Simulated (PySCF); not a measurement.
# Germanium difluoride (GeF2): NMR shifts and electronic excitations in gas and solvents, part 2 of 2

PySCF 2.14.0. Atoms count from 0.

### 8 Nuclear shieldings: wB97X-D/pcSseg-2 in chloroform

Job settings and geometry (Å):

```
{"job": {"kind": "nmr", "xc": "wB97X-D", "basis": "pcSseg-2", "pop": false, "solvent": "chloroform"}, "charge": 0, "multiplicity": 1}
F      0.046940     1.351410    -0.026591
Ge     0.732387    -0.252897    -0.007636
F     -0.773213    -1.133414     0.015044
```

Level: GIAO wB97X-D/pcSseg-2 NMR shielding, non-relativistic, IEF-PCM chloroform.

Log:

```text
coarse grid: 18016 points
cycle   1  E = -2276.7469398183  dE = -7.040e-01  |g| = 1.305e+00  |ddm| = 1.418e+00
cycle   2  E = -2276.5998700648  dE =  1.471e-01  |g| = 1.717e+00  |ddm| = 1.052e+00
cycle   3  E = -2276.9159125059  dE = -3.160e-01  |g| = 8.815e-02  |ddm| = 5.367e-01
cycle   4  E = -2276.9168837915  dE = -9.713e-04  |g| = 4.722e-02  |ddm| = 5.927e-02
cycle   5  E = -2276.9170815579  dE = -1.978e-04  |g| = 4.703e-03  |ddm| = 1.552e-02
cycle   6  E = -2276.9170891998  dE = -7.642e-06  |g| = 9.726e-04  |ddm| = 8.657e-03
final grid: 36248 points
cycle   7  E = -2276.9169911051  dE = -1.375e-06  |g| = 6.032e-04  |ddm| = 2.666e-03
cycle   8  E = -2276.9169912053  dE = -1.002e-07  |g| = 5.470e-04  |ddm| = 7.791e-04
cycle   9  E = -2276.9169912493  dE = -4.402e-08  |g| = 1.361e-04  |ddm| = 2.644e-04
cycle  10  E = -2276.9169912586  dE = -9.351e-09  |g| = 5.112e-05  |ddm| = 2.260e-04
cycle  11  E = -2276.9169912595  dE = -8.481e-10  |g| = 2.181e-05  |ddm| = 7.325e-05
converged SCF energy = -2276.9169912595

GIAO shielding tensors (ppm)
atom      isotropic    diamagn.    paramagn.     s11        s22        s33       span
  0 F      139.421     471.591    -332.170   -164.321    205.018    377.567    541.888
  1 Ge    1404.967    2752.466   -1347.499   1057.359   1342.800   1814.744    757.385
  2 F      139.395     471.573    -332.179   -164.372    205.017    377.539    541.911
```

It took 10 s on 1 thread of Arm Neoverse N1, shared host; peak memory 0.56 GiB.

This run: δ F0 47.8, Ge1 -75 ppm (means over like atoms).

### 9 TDDFT and polarisability: PBE0/aug-cc-pVTZ

Job settings and geometry (Å):

```
{"job": {"kind": "uv", "xc": "PBE0", "basis": "aug-cc-pVTZ", "ip": false, "dynamic": true}, "charge": 0, "multiplicity": 1}
F      0.046940     1.351410    -0.026591
Ge     0.732387    -0.252897    -0.007636
F     -0.773213    -1.133414     0.015044
```

Method: TDDFT PBE0/aug-cc-pVTZ, vertical, gas phase, core orbitals frozen in the response.

Log:

```text
coarse grid: 18016 points
cycle   1  E = -2276.2931428179  dE = -4.833e-01  |g| = 9.447e-01  |ddm| = 2.703e+00
cycle   2  E = -2275.8115140494  dE =  4.816e-01  |g| = 1.980e+00  |ddm| = 2.550e+00
cycle   3  E = -2276.4369647551  dE = -6.255e-01  |g| = 1.064e-01  |ddm| = 1.696e+00
cycle   4  E = -2276.4381874433  dE = -1.223e-03  |g| = 4.395e-02  |ddm| = 1.700e-01
cycle   5  E = -2276.4383888781  dE = -2.014e-04  |g| = 4.980e-03  |ddm| = 4.310e-02
cycle   6  E = -2276.4383943311  dE = -5.453e-06  |g| = 7.954e-04  |ddm| = 6.819e-03
final grid: 36248 points
cycle   7  E = -2276.4383122719  dE = -1.812e-07  |g| = 1.168e-03  |ddm| = 2.213e-03
cycle   8  E = -2276.4383117979  dE =  4.740e-07  |g| = 2.136e-03  |ddm| = 2.992e-03
cycle   9  E = -2276.4383124783  dE = -6.804e-07  |g| = 8.180e-05  |ddm| = 1.937e-03
cycle  10  E = -2276.4383124791  dE = -8.245e-10  |g| = 3.338e-05  |ddm| = 1.074e-04
cycle  11  E = -2276.4383124793  dE = -1.428e-10  |g| = 8.784e-06  |ddm| = 3.529e-05
converged SCF energy = -2276.4383124793

Static polarisability (au): isotropic 30.224, principal 27.840 30.180 32.652

Singlet excitations
state   eV       nm        f      main configurations
  1   5.3520    231.7   0.11922   H->L 0.98
  2   6.8574    180.8   0.00000   H-1->L 0.99
  3   7.4217    167.1   0.05416   H-2->L 0.53, H->L+1 0.46
  4   7.9304    156.3   0.01793   H-4->L 0.98
  5   7.9309    156.3   0.19114   H->L+2 0.81, H-3->L 0.17
  6   8.0370    154.3   0.26066   H->L+1 0.51, H-2->L 0.42
  7   8.3912    147.8   0.11274   H-3->L 0.56, H->L+3 0.27, H->L+2 0.11
  8   8.5596    144.8   0.01716   H->L+3 0.72, H-3->L 0.19
  9   8.5639    144.8   0.00000   H-5->L 0.99
 10   9.0624    136.8   0.01749   H->L+4 0.98

Triplet excitations (Tamm-Dancoff, eV): 3.5383 6.1414 6.7072 6.8544
```

It took 15 s on 1 thread of Arm Neoverse N1, shared host; peak memory 0.56 GiB.

Frontier orbitals and where they lie:

```csv
orbital,eV,atoms
HOMO−3,-12.28,"F2 44 %, F0 44 %, Ge1 11 %"
HOMO−2,-11.63,"F0 46 %, F2 46 %, Ge1 8 %"
HOMO−1,-11.29,"F0 47 %, F2 47 %, Ge1 6 %"
HOMO,-9.01,"Ge1 62 %, F0 19 %, F2 19 %"
LUMO,-2.68,"Ge1 80 %, F2 10 %, F0 10 %"
LUMO+1,-0.42,"Ge1 83 %, F0 9 %, F2 9 %"
LUMO+2,0.05,"Ge1 86 %, F2 7 %, F0 7 %"
```

With each of the 10 states as a Gaussian band of 0.4 eV half-width at 1/e, the curve within the window shown has maxima at 231 nm (ε 4,800), 154 nm (ε 21,000) L/(mol cm). Beyond the last state computed it falls off for lack of states. The curve at chosen wavelengths:

nm, ε (L/mol/cm) and a bar:
```
      132        429 #
      137       1294 ##
      142       4242 ######
      147      11659 ##################
      152      19831 ##############################
      158      17324 ##########################
      163       8935 ##############
      168       3872 ######
      173       1640 ##
      178        569 #
      183        143 
      188         27 
      193          8 
      199         45 
      204        201 
      209        642 #
      214       1519 ##
      219       2768 ####
      224       4008 ######
      229       4746 #######
      234       4708 #######
      240       3804 ######
      245       2748 ####
      250       1766 ###
      255       1024 ##
      260        543 #
```

Further results of this job:

```csv
property,computed,measured
dipole moment (D),2.50,2.61
polarisability (Å³),4.48,–
HOMO–LUMO gap (eV),6.33,–
−ε(HOMO) (eV),9.01,–
C6 with itself (au),327,–
```

Measured: gas; NIST CCCBDB Release 22 (SRD 101), experimental dipoles.

### 10 Excited states and response: CAM-B3LYP/aug-cc-pVTZ

Job settings and geometry (Å):

```
{"job": {"kind": "uv", "xc": "CAM-B3LYP", "basis": "aug-cc-pVTZ", "ip": false, "dynamic": false}, "charge": 0, "multiplicity": 1}
F      0.046940     1.351410    -0.026591
Ge     0.732387    -0.252897    -0.007636
F     -0.773213    -1.133414     0.015044
```

Method: TDDFT CAM-B3LYP/aug-cc-pVTZ, vertical, gas phase, core orbitals frozen in the response.

Log:

```text
coarse grid: 18016 points
cycle   1  E = -2276.8226622605  dE = -5.525e-01  |g| = 9.757e-01  |ddm| = 2.706e+00
cycle   2  E = -2276.5801414184  dE =  2.425e-01  |g| = 1.654e+00  |ddm| = 2.272e+00
cycle   3  E = -2276.9752173600  dE = -3.951e-01  |g| = 8.125e-02  |ddm| = 1.338e+00
cycle   4  E = -2276.9758877409  dE = -6.704e-04  |g| = 3.113e-02  |ddm| = 1.207e-01
cycle   5  E = -2276.9760064834  dE = -1.187e-04  |g| = 2.794e-03  |ddm| = 3.762e-02
cycle   6  E = -2276.9760093833  dE = -2.900e-06  |g| = 7.641e-04  |ddm| = 5.284e-03
final grid: 36248 points
cycle   7  E = -2276.9759340206  dE = -4.459e-07  |g| = 7.906e-04  |ddm| = 2.612e-03
cycle   8  E = -2276.9759339537  dE =  6.684e-08  |g| = 1.117e-03  |ddm| = 1.629e-03
cycle   9  E = -2276.9759341183  dE = -1.646e-07  |g| = 5.064e-05  |ddm| = 9.764e-04
cycle  10  E = -2276.9759341194  dE = -1.109e-09  |g| = 2.596e-05  |ddm| = 1.237e-04
cycle  11  E = -2276.9759341196  dE = -1.610e-10  |g| = 1.565e-05  |ddm| = 5.786e-05
converged SCF energy = -2276.9759341196

Static polarisability (au): isotropic 29.819, principal 27.319 29.827 32.312

Singlet excitations
state   eV       nm        f      main configurations
  1   5.4116    229.1   0.11819   H->L 0.98
  2   7.0705    175.4   0.00000   H-1->L 0.98
  3   7.5924    163.3   0.08326   H->L+1 0.52, H-2->L 0.42
  4   8.0774    153.5   0.24053   H->L+2 0.76, H-3->L 0.10
  5   8.1828    151.5   0.01719   H-4->L 0.97
  6   8.1924    151.3   0.24086   H-2->L 0.51, H->L+1 0.42
  7   8.6013    144.1   0.05830   H->L+3 0.45, H-3->L 0.36, H->L+2 0.16
  8   8.7399    141.9   0.00000   H-5->L 0.97
  9   8.7564    141.6   0.04326   H->L+3 0.48, H-3->L 0.47
 10   9.2924    133.4   0.02140   H->L+4 0.96

Triplet excitations (Tamm-Dancoff, eV): 3.6687 6.3022 6.9229 7.0744
```

Wall time 15 s (1 thread of Arm Neoverse N1, shared host); peak memory 0.58 GiB.

This run: HOMO -10.45 eV, LUMO -1.72 eV; lowest singlet 5.41 eV.

### 11 TDDFT and polarisability: wB97X-D/aug-cc-pVTZ

Job settings and geometry (Å):

```
{"job": {"kind": "uv", "xc": "wB97X-D", "basis": "aug-cc-pVTZ", "ip": true, "dynamic": false}, "charge": 0, "multiplicity": 1}
F      0.046940     1.351410    -0.026591
Ge     0.732387    -0.252897    -0.007636
F     -0.773213    -1.133414     0.015044
```

Method: TDDFT wB97X-D/aug-cc-pVTZ, vertical, gas phase, core orbitals frozen in the response.

Log:

```text
coarse grid: 18016 points
cycle   1  E = -2276.7437041879  dE = -5.834e-01  |g| = 9.704e-01  |ddm| = 2.748e+00
cycle   2  E = -2276.5851739118  dE =  1.585e-01  |g| = 1.490e+00  |ddm| = 2.187e+00
cycle   3  E = -2276.8992988800  dE = -3.141e-01  |g| = 5.883e-02  |ddm| = 1.213e+00
cycle   4  E = -2276.8996958180  dE = -3.969e-04  |g| = 2.831e-02  |ddm| = 9.686e-02
cycle   5  E = -2276.8998030388  dE = -1.072e-04  |g| = 3.023e-03  |ddm| = 3.620e-02
cycle   6  E = -2276.8998078452  dE = -4.806e-06  |g| = 1.076e-03  |ddm| = 7.133e-03
final grid: 36248 points
cycle   7  E = -2276.8994511124  dE = -7.791e-07  |g| = 1.606e-03  |ddm| = 4.533e-03
cycle   8  E = -2276.8994509346  dE =  1.779e-07  |g| = 2.123e-03  |ddm| = 3.231e-03
cycle   9  E = -2276.8994515179  dE = -5.834e-07  |g| = 7.422e-05  |ddm| = 1.841e-03
cycle  10  E = -2276.8994515239  dE = -5.937e-09  |g| = 3.654e-05  |ddm| = 3.435e-04
cycle  11  E = -2276.8994515243  dE = -4.698e-10  |g| = 1.310e-05  |ddm| = 1.042e-04
converged SCF energy = -2276.8994515243

Static polarisability (au): isotropic 30.035, principal 27.610 30.104 32.392

Singlet excitations
state   eV       nm        f      main configurations
  1   5.3832    230.3   0.11776   H->L 0.98
  2   6.9963    177.2   0.00000   H-1->L 0.98
  3   7.5621    164.0   0.06268   H-2->L 0.49, H->L+1 0.42
  4   8.0482    154.1   0.23003   H->L+2 0.69, H->L+6 0.14, H-3->L 0.12
  5   8.0943    153.2   0.01797   H-4->L 0.97
  6   8.1694    151.8   0.26156   H->L+1 0.48, H-2->L 0.44
  7   8.5243    145.4   0.07221   H-3->L 0.55, H->L+3 0.22, H->L+2 0.18
  8   8.6817    142.8   0.00000   H-5->L 0.97
  9   8.7861    141.1   0.03948   H->L+3 0.69, H-3->L 0.26
 10   9.1655    135.3   0.01880   H->L+4 0.95

Triplet excitations (Tamm-Dancoff, eV): 3.8812 6.5357 6.8630 7.0414
Vertical ionisation energy (delta-SCF) = 11.8104 eV
Vertical electron affinity (delta-SCF) = 0.5721 eV
```

It took 32 s on 1 thread of Arm Neoverse N1, shared host; peak memory 0.58 GiB.

Key values: HOMO -10.88 eV, LUMO -0.98 eV; lowest singlet 5.38 eV.

### 12 Run by run: NMR shifts

Shifts (ppm), means over like atoms, with basis size and wall time:

| run | F0 | Ge1 | functions | time |
| --- | --- | --- | --- | --- |
| PBE0/pcSseg-2 | 55.9 | -38 | 135 | 9.8 s |
| KT3/pcSseg-2 | 45.7 | -50 | 135 | 11 s |
| wB97X-D/pcSseg-2 | 67.4 | -29 | 135 | 9.8 s |
| B97-2/pcSseg-2 | 53.5 | -49 | 135 | 7.4 s |
| WP04/pcSseg-2 in chloroform | 19.4 | -158 | 135 | 7.7 s |
| wB97X-D/pcSseg-2 in chloroform | 47.8 | -75 | 135 | 10 s |

### 13 Comparing the runs: electronic excitations

Excitations and ground-state properties, with basis size and wall time:

```csv
run,lowest singlet (eV),brightest (eV),f,gap (eV),α (Å³),μ (D),functions,time
PBE0/aug-cc-pVTZ,5.35,8.04,0.261,6.33,4.48,2.50,151,15 s
CAM-B3LYP/aug-cc-pVTZ,5.41,8.19,0.241,8.73,4.42,2.63,151,15 s
wB97X-D/aug-cc-pVTZ,5.38,8.17,0.262,9.90,4.45,2.54,151,32 s
```

Measured dipole: 2.61 D (gas; NIST CCCBDB Release 22 (SRD 101), experimental dipoles).

### 14 Results

What follows sums up all 2 parts.

```
                                                                 quantity                        value
                                                              point group                          C2v
                                     rotational constants (main isotopes)        15.13, 7.77, 5.13 GHz
19F shifts against CFCl3 (PBE0/pcSseg-2, means over atoms taken as alike)                     55.9 ppm
                                73Ge shifts against GeMe4 (PBE0/pcSseg-2)                      -38 ppm
                                        lowest singlet (PBE0/aug-cc-pVTZ)  5.35 eV (232 nm), f = 0.119
                                 brightest single state of those computed  state 6, 8.04 eV, f = 0.261
                                                           lowest triplet                      3.54 eV
                        range of the shift of Ge1 (wB97X-D/pcSseg-2 runs)               -75 to -29 ppm
                                              range of the lowest singlet              5.35 to 5.41 eV
```

**Reading.** Relaxing lowered the energy by 0.065 eV in 4 steps; the close pair that moved most is F0–Ge1, from 1.795 to 1.745 Å. At PBE0/pcSseg-2: The largest span, 743 ppm, is at Ge1, where the paramagnetic term is -1377 ppm. The lowest singlet, at 5.35 eV, is HOMO→LUMO 0.98 and is bright; of the 10 states computed, the strongest absorption comes from state 6 at 8.04 eV. The lowest triplet lies 1.81 eV below the lowest singlet (triplets in Tamm-Dancoff, singlets in full TDDFT). The dipole moment, 2.50 D, compares with 2.61 D measured. At one level, wB97X-D/pcSseg-2: In ppm, Ge1 moves most: its shift spreads over 46 ppm, from -75 (wB97X-D/pcSseg-2 in chloroform) to -29 (wB97X-D/pcSseg-2). The lowest singlet runs from 5.35 eV (PBE0/aug-cc-pVTZ) to 5.41 eV (CAM-B3LYP/aug-cc-pVTZ), while the orbital gap spans 6.33 to 9.90 eV: the excitation energy moves far less from run to run than the orbital gap does. The lowest state need not be the same one in every run. For the measured dipole, CAM-B3LYP/aug-cc-pVTZ misses least (0.02 D, 15 s) and PBE0/aug-cc-pVTZ most (0.11 D, 15 s). Spin-orbit coupling is left out, which matters for shieldings and couplings at and beside the heavy atoms. One molecule ranks no method: errors cancel, and vibration and temperature are missing from all runs.
